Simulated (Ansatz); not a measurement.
**AlNi3: freezing in a mode**

Aim: for AlNi3, freeze in mode 7 at growing amplitude.

Computed with Ansatz 0.2.0 (DFT r2SCAN, scalar-relativistic, plane waves, PAW, unless a step's input says otherwise).

1 further run of the same task is left out (set aside as unsound or not needed).

### 1 The system as given

Symmetry: Fm-3m, No. 225, cubic system. Conventional cell: a = 5.604 Å, b = 5.604 Å, c = 5.604 Å, α = 90.00°, β = 90.00°, γ = 90.00°. Al (site symmetry m-3m) has 8 Ni at 2.43 Å as nearest neighbours. Ni (site symmetry -43m) is surrounded by 4 Al at 2.43 Å and 4 Ni at 2.43 Å. Ni (site symmetry m-3m) is surrounded by 8 Ni at 2.43 Å.

Structure file:

```cif
data_structure
_symmetry_space_group_name_H-M 'Fm-3m'
_symmetry_Int_Tables_number 225
_cell_length_a 5.6038
_cell_length_b 5.6038
_cell_length_c 5.6038
_cell_angle_alpha 90.000
_cell_angle_beta 90.000
_cell_angle_gamma 90.000
_cell_volume 175.97
loop_
_atom_site_label
_atom_site_type_symbol
_atom_site_symmetry_multiplicity
_atom_site_Wyckoff_symbol
_atom_site_fract_x
_atom_site_fract_y
_atom_site_fract_z
_atom_site_occupancy
Al1 Al 4 b 0.50000 0.00000 0.00000 1
Ni1 Ni 8 c 0.25000 0.75000 0.75000 1
Ni2 Ni 4 a 0.00000 0.00000 0.00000 1
```

It goes back to an entry of the Materials Project, which need not be the stable form.

It is the result of an earlier relaxation at this level (volume 11.00 Å³/atom; gap on the mesh: none (metal)).

### 2 The reference cell

Reference values: F = -18077.6999 eV; pressure 0.04 GPa; largest force 0.000 eV/Å; gap on the mesh none (metal). It was computed beforehand with the settings of the runs below.

### 3 Next: freezing in a mode

Mode 7 of the phonon run on this cell, counted from the lowest, is frozen in: each atom moves by x times its row below, so x is the largest displacement.

```
atom      ux     uy     uz
 Al1  -0.454  0.000  0.000
 Ni2  -0.396  0.000  0.000
 Ni3   1.000  0.000  0.000
 Ni4  -0.396  0.000  0.000
```

### 4 x = -0.300 Å

Contents of input.yaml:

```yaml
crystal:
  lattice:
    - [0.0, 2.8018887551, 2.8018887551]
    - [2.8018887551, 0.0, 2.8018887551]
    - [2.8018887551, 2.8018887551, 0.0]
  atoms:
    - { symbol: Al, position: [0.4756855936, 0.5243144064, 0.5243144064] }
    - { symbol: Ni, position: [0.2288210461, 0.2711789539, 0.2711789539] }
    - { symbol: Ni, position: [0.053535316, -0.053535316, -0.053535316] }
    - { symbol: Ni, position: [0.7288210461, 0.7711789539, 0.7711789539] }
basis:
  ecutwfc: 500
kpoints:
  mp_grid: { grid: [14, 14, 14] }
hamiltonian:
  xc: r2scan
scf:
  occupations: { method: gaussian, width: 0.15 }
output:
  forces: true
  stress: true
  eigenvalues: true
```

On the command line:

```
ansatz run input.yaml --threads 2 --pin off --max-ram 5120MiB --backend cpu --events-out ev --progress --plain --runs-dir out
```

Log (excerpt; [...] marks lines left out):

```text
Warning: RAYON_NUM_THREADS=2 ignored (pool sized by the plan → 2); use --threads N
[...]
Pseudopotentials: kind: paw
Pseudopotential: Al, paw, valence charge 3, recommended cutoff 500 eV (meta_gga), Al.paw.azcp
Pseudopotential: Ni, paw, valence charge 18, recommended cutoff 500 eV (meta_gga), Ni.paw.azcp
Functional definition: r2SCAN
[...]
Crystal: 4 atoms, lattice volume = 43.993 Å³
Basis set: ecut = 500 eV, 1139 PW (Γ), exchange–correlation on 120×120×120 points (64 copies of the dense FFT grid, shifted against one another)
Bands: 35, of which v1, the nominal top of the filled ones, is band 29 counted from 1 (28 counted from 0)
Symmetry: 8 space group operations
Space group: I4mm (ITA 107), of the structure as read, at distance tolerance 3.5e-5 Å
k-points: 244 of 2744 (time reversal used)
[...]
SCF iter   1: F=—  HF=-18076.653081 eV  |F-HF|=—  |Δ(HF+E_count)|=         —  Δρ=2.76e-2  dr2=2.37e-1  dr2_τ=1.51e-1  ethr=1.77e-3  ⟨swp⟩=5.5  Hψ=31194  notcnv=0
[...]
SCF iter  12: F=-18076.826439 eV  HF=-18076.826439 eV  |F-HF|=2.45e-8  |Δ(HF+E_count)|=   2.86e-8  Δρ=1.05e-5  dr2=2.74e-8  dr2_τ=2.11e-10  ethr=1.75e-10  ⟨swp⟩=4.0  Hψ=38026  notcnv=0
[...]
SCF converged after 12 iterations
Free energy (F): -18076.826439 eV
[...]
E sigma→0 (E₀):  -18076.809155 eV
Entropy (-TS):   -0.034568 eV (-8.642 meV/atom)
Fermi energy:    16.312009 eV
[...]
--- Forces (eV/Å), atoms counted from 1 ---
  atom   1  Al    -1.22728773    -0.00000000     0.00000000
  atom   2  Ni    -1.53248147     0.00000000    -0.00000000
  atom   3  Ni     4.29226700    -0.00000000     0.00000000
  atom   4  Ni    -1.53248147     0.00000000     0.00000000
[...]
--- Stress (GPa, compression-positive) ---
        8.095910      -0.000000       0.000000
       -0.000000      12.656297       0.000000
        0.000000       0.000000      12.656297
  P = ⅓ Tr σ = 11.1362 GPa (111.362 kbar)
--- Band table (eV; the first three rows and the last of 244) ---
[...]
```

Run time: 54 s. Hardware: 2 threads of Arm Neoverse V1, shared host; peak memory 0.77 GiB.

### 5 At x = 0.225 Å

Contents of input.yaml:

```yaml
crystal:
  lattice:
    - [0.0, 2.8018887551, 2.8018887551]
    - [2.8018887551, 0.0, 2.8018887551]
    - [2.8018887551, 2.8018887551, 0.0]
  atoms:
    - { symbol: Al, position: [0.5182358048, 0.4817641952, 0.4817641952] }
    - { symbol: Ni, position: [0.2658842154, 0.2341157846, 0.2341157846] }
    - { symbol: Ni, position: [-0.040151487, 0.040151487, 0.040151487] }
    - { symbol: Ni, position: [0.7658842154, 0.7341157846, 0.7341157846] }
basis:
  ecutwfc: 500
kpoints:
  mp_grid: { grid: [14, 14, 14] }
hamiltonian:
  xc: r2scan
scf:
  occupations: { method: gaussian, width: 0.15 }
output:
  forces: true
  stress: true
  eigenvalues: true
```

On the command line:

```
ansatz run input.yaml --threads 2 --pin off --max-ram 5120MiB --backend cpu --events-out ev --progress --plain --runs-dir out
```

Log (excerpt; [...] marks lines left out):

```text
[...]
SCF converged after 12 iterations
Free energy (F): -18077.218452 eV
[...]
E sigma→0 (E₀):  -18077.201795 eV
Entropy (-TS):   -0.033312 eV (-8.328 meV/atom)
Fermi energy:    16.290695 eV
[...]
--- Forces (eV/Å), atoms counted from 1 ---
  atom   1  Al     0.77721852     0.00000000     0.00000000
  atom   2  Ni     1.17342804     0.00000000    -0.00000000
  atom   3  Ni    -3.12402967     0.00000000     0.00000000
  atom   4  Ni     1.17342804     0.00000000     0.00000000
[...]
--- Stress (GPa, compression-positive) ---
        4.577469      -0.000000       0.000000
       -0.000000       7.115774       0.000000
        0.000000       0.000000       7.115774
  P = ⅓ Tr σ = 6.2697 GPa (62.697 kbar)
--- Band table (eV; the first three rows and the last of 244) ---
[...]
```

Run time: 51 s. Hardware: 2 threads of Arm Neoverse V1, shared host; peak memory 0.76 GiB.

### 6 Point x = -0.150 Å

Contents of input.yaml:

```yaml
crystal:
  lattice:
    - [0.0, 2.8018887551, 2.8018887551]
    - [2.8018887551, 0.0, 2.8018887551]
    - [2.8018887551, 2.8018887551, 0.0]
  atoms:
    - { symbol: Al, position: [0.4878427968, 0.5121572032, 0.5121572032] }
    - { symbol: Ni, position: [0.2394105231, 0.2605894769, 0.2605894769] }
    - { symbol: Ni, position: [0.026767658, -0.026767658, -0.026767658] }
    - { symbol: Ni, position: [0.7394105231, 0.7605894769, 0.7605894769] }
basis:
  ecutwfc: 500
kpoints:
  mp_grid: { grid: [14, 14, 14] }
hamiltonian:
  xc: r2scan
scf:
  occupations: { method: gaussian, width: 0.15 }
output:
  forces: true
  stress: true
  eigenvalues: true
```

On the command line:

```
ansatz run input.yaml --threads 2 --pin off --max-ram 5120MiB --backend cpu --events-out ev --progress --plain --runs-dir out
```

Log (excerpt; [...] marks lines left out):

```text
Warning: RAYON_NUM_THREADS=2 ignored (pool sized by the plan → 2); use --threads N
[...]
[... 4 set-up lines as earlier in the session ...]
[...]
Crystal: 4 atoms, lattice volume = 43.993 Å³
Basis set: ecut = 500 eV, 1139 PW (Γ), exchange–correlation on 120×120×120 points (64 copies of the dense FFT grid, shifted against one another)
Bands: 35, of which v1, the nominal top of the filled ones, is band 29 counted from 1 (28 counted from 0)
[... 2 set-up lines as earlier in the session ...]
k-points: 244 of 2744 (time reversal used)
[...]
SCF iter   1: F=—  HF=-18077.321754 eV  |F-HF|=—  |Δ(HF+E_count)|=         —  Δρ=2.71e-2  dr2=2.41e-1  dr2_τ=1.37e-1  ethr=1.77e-3  ⟨swp⟩=5.2  Hψ=28929  notcnv=0
[...]
SCF iter  12: F=-18077.489736 eV  HF=-18077.489736 eV  |F-HF|=5.86e-10  |Δ(HF+E_count)|=   1.00e-8  Δρ=1.58e-6  dr2=1.11e-9  dr2_τ=3.76e-11  ethr=1.75e-10  ⟨swp⟩=7.6  Hψ=34795  notcnv=0
[...]
SCF converged after 12 iterations
Free energy (F): -18077.489736 eV
[...]
E sigma→0 (E₀):  -18077.473660 eV
Entropy (-TS):   -0.032152 eV (-8.038 meV/atom)
Fermi energy:    16.270613 eV
[...]
--- Forces (eV/Å), atoms counted from 1 ---
  atom   1  Al    -0.45526830    -0.00000000     0.00000000
  atom   2  Ni    -0.78260783     0.00000000    -0.00000000
  atom   3  Ni     2.02049474    -0.00000000     0.00000000
  atom   4  Ni    -0.78260783     0.00000000     0.00000000
[...]
--- Stress (GPa, compression-positive) ---
        2.054248      -0.000000       0.000000
       -0.000000       3.175665       0.000000
        0.000000       0.000000       3.175665
  P = ⅓ Tr σ = 2.8019 GPa (28.019 kbar)
--- Band table (eV; the first three rows and the last of 244) ---
[...]
```

Wall time 46 s (2 threads of Arm Neoverse V1, shared host); peak memory 0.76 GiB.

### 7 At x = 0.075 Å

Contents of input.yaml:

```yaml
crystal:
  lattice:
    - [0.0, 2.8018887551, 2.8018887551]
    - [2.8018887551, 0.0, 2.8018887551]
    - [2.8018887551, 2.8018887551, 0.0]
  atoms:
    - { symbol: Al, position: [0.5060786016, 0.4939213984, 0.4939213984] }
    - { symbol: Ni, position: [0.2552947385, 0.2447052615, 0.2447052615] }
    - { symbol: Ni, position: [-0.013383829, 0.013383829, 0.013383829] }
    - { symbol: Ni, position: [0.7552947385, 0.7447052615, 0.7447052615] }
basis:
  ecutwfc: 500
kpoints:
  mp_grid: { grid: [14, 14, 14] }
hamiltonian:
  xc: r2scan
scf:
  occupations: { method: gaussian, width: 0.15 }
output:
  forces: true
  stress: true
  eigenvalues: true
```

On the command line:

```
ansatz run input.yaml --threads 2 --pin off --max-ram 5120MiB --backend cpu --events-out ev --progress --plain --runs-dir out
```

Log (excerpt; [...] marks lines left out):

```text
Warning: RAYON_NUM_THREADS=2 ignored (pool sized by the plan → 2); use --threads N
[...]
[... 4 set-up lines as earlier in the session ...]
[...]
Crystal: 4 atoms, lattice volume = 43.993 Å³
Basis set: ecut = 500 eV, 1139 PW (Γ), exchange–correlation on 120×120×120 points (64 copies of the dense FFT grid, shifted against one another)
Bands: 35, of which v1, the nominal top of the filled ones, is band 29 counted from 1 (28 counted from 0)
[... 2 set-up lines as earlier in the session ...]
k-points: 244 of 2744 (time reversal used)
[...]
SCF iter   1: F=—  HF=-18077.480896 eV  |F-HF|=—  |Δ(HF+E_count)|=         —  Δρ=2.71e-2  dr2=2.43e-1  dr2_τ=1.34e-1  ethr=1.77e-3  ⟨swp⟩=5.2  Hψ=29098  notcnv=0
[...]
SCF iter  11: F=-18077.648006 eV  HF=-18077.648006 eV  |F-HF|=8.29e-8  |Δ(HF+E_count)|=   3.17e-8  Δρ=1.69e-5  dr2=9.31e-8  dr2_τ=5.49e-10  ethr=1.75e-10  ⟨swp⟩=7.9  Hψ=38160  notcnv=0
[...]
SCF converged after 11 iterations
Free energy (F): -18077.648006 eV
[...]
E sigma→0 (E₀):  -18077.632549 eV
Entropy (-TS):   -0.030915 eV (-7.729 meV/atom)
Fermi energy:    16.255411 eV
[...]
--- Forces (eV/Å), atoms counted from 1 ---
  atom   1  Al     0.20982266     0.00000000     0.00000000
  atom   2  Ni     0.38848984     0.00000000    -0.00000000
  atom   3  Ni    -0.98684993     0.00000000     0.00000000
  atom   4  Ni     0.38848984     0.00000000     0.00000000
[...]
--- Stress (GPa, compression-positive) ---
        0.542602      -0.000000       0.000000
       -0.000000       0.825526      -0.000000
        0.000000      -0.000000       0.825526
  P = ⅓ Tr σ = 0.7312 GPa (7.312 kbar)
--- Band table (eV; the first three rows and the last of 244) ---
[...]
```

It took 47 s on 2 threads of Arm Neoverse V1, shared host; peak memory 0.76 GiB.

### 8 x = 0.263 Å

Contents of input.yaml:

```yaml
crystal:
  lattice:
    - [0.0, 2.8018887551, 2.8018887551]
    - [2.8018887551, 0.0, 2.8018887551]
    - [2.8018887551, 2.8018887551, 0.0]
  atoms:
    - { symbol: Al, position: [0.5212751056, 0.4787248944, 0.4787248944] }
    - { symbol: Ni, position: [0.2685315847, 0.2314684153, 0.2314684153] }
    - { symbol: Ni, position: [-0.0468434015, 0.0468434015, 0.0468434015] }
    - { symbol: Ni, position: [0.7685315847, 0.7314684153, 0.7314684153] }
basis:
  ecutwfc: 500
kpoints:
  mp_grid: { grid: [14, 14, 14] }
hamiltonian:
  xc: r2scan
scf:
  occupations: { method: gaussian, width: 0.15 }
output:
  forces: true
  stress: true
  eigenvalues: true
```

On the command line:

```
ansatz run input.yaml --threads 2 --pin off --max-ram 5120MiB --backend cpu --events-out ev --progress --plain --runs-dir out
```

Log (excerpt; [...] marks lines left out):

```text
Warning: RAYON_NUM_THREADS=2 ignored (pool sized by the plan → 2); use --threads N
[...]
[... 4 set-up lines as earlier in the session ...]
[...]
Crystal: 4 atoms, lattice volume = 43.993 Å³
Basis set: ecut = 500 eV, 1139 PW (Γ), exchange–correlation on 120×120×120 points (64 copies of the dense FFT grid, shifted against one another)
Bands: 35, of which v1, the nominal top of the filled ones, is band 29 counted from 1 (28 counted from 0)
[... 2 set-up lines as earlier in the session ...]
k-points: 244 of 2744 (time reversal used)
[...]
SCF iter   1: F=—  HF=-18076.866704 eV  |F-HF|=—  |Δ(HF+E_count)|=         —  Δρ=2.74e-2  dr2=2.39e-1  dr2_τ=1.47e-1  ethr=1.77e-3  ⟨swp⟩=5.2  Hψ=29820  notcnv=0
[...]
SCF iter  12: F=-18077.037985 eV  HF=-18077.037985 eV  |F-HF|=8.22e-10  |Δ(HF+E_count)|=   8.77e-9  Δρ=2.07e-6  dr2=1.40e-9  dr2_τ=1.95e-11  ethr=1.75e-10  ⟨swp⟩=3.1  Hψ=31743  notcnv=0
[...]
SCF converged after 12 iterations
Free energy (F): -18077.037985 eV
[...]
E sigma→0 (E₀):  -18077.021064 eV
Entropy (-TS):   -0.033842 eV (-8.461 meV/atom)
Fermi energy:    16.301285 eV
[...]
--- Forces (eV/Å), atoms counted from 1 ---
  atom   1  Al     0.98245212     0.00000000     0.00000000
  atom   2  Ni     1.35949395     0.00000000    -0.00000000
  atom   3  Ni    -3.70142835     0.00000000     0.00000000
  atom   4  Ni     1.35949395     0.00000000     0.00000000
[...]
--- Stress (GPa, compression-positive) ---
        6.212136      -0.000000       0.000000
       -0.000000       9.686903      -0.000000
        0.000000      -0.000000       9.686903
  P = ⅓ Tr σ = 8.5286 GPa (85.286 kbar)
--- Band table (eV; the first three rows and the last of 244) ---
[...]
```

Run time: 51 s. Hardware: 2 threads of Arm Neoverse V1, shared host; peak memory 0.76 GiB.

### 9 At x = 0.188 Å

Contents of input.yaml:

```yaml
crystal:
  lattice:
    - [0.0, 2.8018887551, 2.8018887551]
    - [2.8018887551, 0.0, 2.8018887551]
    - [2.8018887551, 2.8018887551, 0.0]
  atoms:
    - { symbol: Al, position: [0.515196504, 0.484803496, 0.484803496] }
    - { symbol: Ni, position: [0.2632368462, 0.2367631538, 0.2367631538] }
    - { symbol: Ni, position: [-0.0334595725, 0.0334595725, 0.0334595725] }
    - { symbol: Ni, position: [0.7632368462, 0.7367631538, 0.7367631538] }
basis:
  ecutwfc: 500
kpoints:
  mp_grid: { grid: [14, 14, 14] }
hamiltonian:
  xc: r2scan
scf:
  occupations: { method: gaussian, width: 0.15 }
output:
  forces: true
  stress: true
  eigenvalues: true
```

On the command line:

```
ansatz run input.yaml --threads 2 --pin off --max-ram 5120MiB --backend cpu --events-out ev --progress --plain --runs-dir out
```

Log (excerpt; [...] marks lines left out):

```text
[...]
SCF converged after 12 iterations
Free energy (F): -18077.368710 eV
[...]
E sigma→0 (E₀):  -18077.352328 eV
Entropy (-TS):   -0.032765 eV (-8.191 meV/atom)
Fermi energy:    16.280344 eV
[...]
--- Forces (eV/Å), atoms counted from 1 ---
  atom   1  Al     0.60376199     0.00000000     0.00000000
  atom   2  Ni     0.97975380     0.00000000    -0.00000000
  atom   3  Ni    -2.56328763     0.00000000     0.00000000
  atom   4  Ni     0.97975380     0.00000000     0.00000000
[...]
--- Stress (GPa, compression-positive) ---
        3.190513      -0.000000       0.000000
       -0.000000       4.945131       0.000000
        0.000000       0.000000       4.945131
  P = ⅓ Tr σ = 4.3603 GPa (43.603 kbar)
--- Band table (eV; the first three rows and the last of 244) ---
[...]
```

Run time: 48 s. Hardware: 2 threads of Arm Neoverse V1, shared host; peak memory 0.76 GiB.

### 10 x = 0.113 Å

Contents of input.yaml:

```yaml
crystal:
  lattice:
    - [0.0, 2.8018887551, 2.8018887551]
    - [2.8018887551, 0.0, 2.8018887551]
    - [2.8018887551, 2.8018887551, 0.0]
  atoms:
    - { symbol: Al, position: [0.5091179024, 0.4908820976, 0.4908820976] }
    - { symbol: Ni, position: [0.2579421077, 0.2420578923, 0.2420578923] }
    - { symbol: Ni, position: [-0.0200757435, 0.0200757435, 0.0200757435] }
    - { symbol: Ni, position: [0.7579421077, 0.7420578923, 0.7420578923] }
basis:
  ecutwfc: 500
kpoints:
  mp_grid: { grid: [14, 14, 14] }
hamiltonian:
  xc: r2scan
scf:
  occupations: { method: gaussian, width: 0.15 }
output:
  forces: true
  stress: true
  eigenvalues: true
```

On the command line:

```
ansatz run input.yaml --threads 2 --pin off --max-ram 5120MiB --backend cpu --events-out ev --progress --plain --runs-dir out
```

Log (excerpt; [...] marks lines left out):

```text
[...]
SCF converged after 11 iterations
Free energy (F): -18077.582523 eV
[...]
E sigma→0 (E₀):  -18077.566770 eV
Entropy (-TS):   -0.031507 eV (-7.877 meV/atom)
Fermi energy:    16.262143 eV
[...]
--- Forces (eV/Å), atoms counted from 1 ---
  atom   1  Al     0.32572270     0.00000000     0.00000000
  atom   2  Ni     0.58495484     0.00000000    -0.00000000
  atom   3  Ni    -1.49569275     0.00000000     0.00000000
  atom   4  Ni     0.58495484     0.00000000     0.00000000
[...]
--- Stress (GPa, compression-positive) ---
        1.170598      -0.000000       0.000000
       -0.000000       1.803239       0.000000
        0.000000       0.000000       1.803239
  P = ⅓ Tr σ = 1.5924 GPa (15.924 kbar)
--- Band table (eV; the first three rows and the last of 244) ---
[...]
```

It took 47 s on 2 threads of Arm Neoverse V1, shared host; peak memory 0.76 GiB.

### 11 Point x = 0.037 Å

Contents of input.yaml:

```yaml
crystal:
  lattice:
    - [0.0, 2.8018887551, 2.8018887551]
    - [2.8018887551, 0.0, 2.8018887551]
    - [2.8018887551, 2.8018887551, 0.0]
  atoms:
    - { symbol: Al, position: [0.5030393008, 0.4969606992, 0.4969606992] }
    - { symbol: Ni, position: [0.2526473692, 0.2473526308, 0.2473526308] }
    - { symbol: Ni, position: [-0.0066919145, 0.0066919145, 0.0066919145] }
    - { symbol: Ni, position: [0.7526473692, 0.7473526308, 0.7473526308] }
basis:
  ecutwfc: 500
kpoints:
  mp_grid: { grid: [14, 14, 14] }
hamiltonian:
  xc: r2scan
scf:
  occupations: { method: gaussian, width: 0.15 }
output:
  forces: true
  stress: true
  eigenvalues: true
```

On the command line:

```
ansatz run input.yaml --threads 2 --pin off --max-ram 5120MiB --backend cpu --events-out ev --progress --plain --runs-dir out
```

Log (excerpt; [...] marks lines left out):

```text
[...]
SCF converged after 12 iterations
Free energy (F): -18077.686954 eV
[...]
E sigma→0 (E₀):  -18077.671707 eV
Entropy (-TS):   -0.030495 eV (-7.624 meV/atom)
Fermi energy:    16.250990 eV
[...]
--- Forces (eV/Å), atoms counted from 1 ---
  atom   1  Al     0.10275272     0.00000000     0.00000000
  atom   2  Ni     0.19368787     0.00000000    -0.00000000
  atom   3  Ni    -0.49011814     0.00000000     0.00000000
  atom   4  Ni     0.19368787     0.00000000     0.00000000
[...]
--- Stress (GPa, compression-positive) ---
        0.169147      -0.000000       0.000000
       -0.000000       0.240333       0.000000
        0.000000       0.000000       0.240333
  P = ⅓ Tr σ = 0.2166 GPa (2.166 kbar)
--- Band table (eV; the first three rows and the last of 244) ---
[...]
```

Wall time 48 s (2 threads of Arm Neoverse V1, shared host); peak memory 0.76 GiB.

### 12 Results of the scan

The scan, with free energies counted from the undisturbed cell:

```csv
x (Å),ΔE (meV/cell),force along the mode (eV/Å),pressure (GPa)
-0.300,873.4,6.062,11.1
-0.150,210.1,2.846,2.8
0.000,0.0,0.000,0.0
0.037,12.9,-0.690,0.2
0.075,51.9,-1.389,0.7
0.113,117.4,-2.106,1.6
0.188,331.2,-3.613,4.4
0.225,481.4,-4.405,6.3
0.263,661.9,-5.223,8.5
```

Not run, since symmetry makes them alike: 0.300 repeats -0.300, -0.225 repeats 0.225, 0.150 repeats -0.150, -0.075 repeats 0.075. Energy, pressure and gap are the same there.

### 13 Outcome

| quantity | value |
| --- | --- |
| harmonic wavenumber of the mode | 246 cm⁻¹ |
| the same from the force at an amplitude of 0.037 Å | 246 cm⁻¹ |

**Reading.** The force at the smallest amplitude gives 246 cm⁻¹ against 246 cm⁻¹ from the phonon run, so the curve is close to a parabola there. The undisturbed cell stays the lowest of the sampled points. Spin polarisation is off in the runs that give these values; a magnetic solution could lie lower.
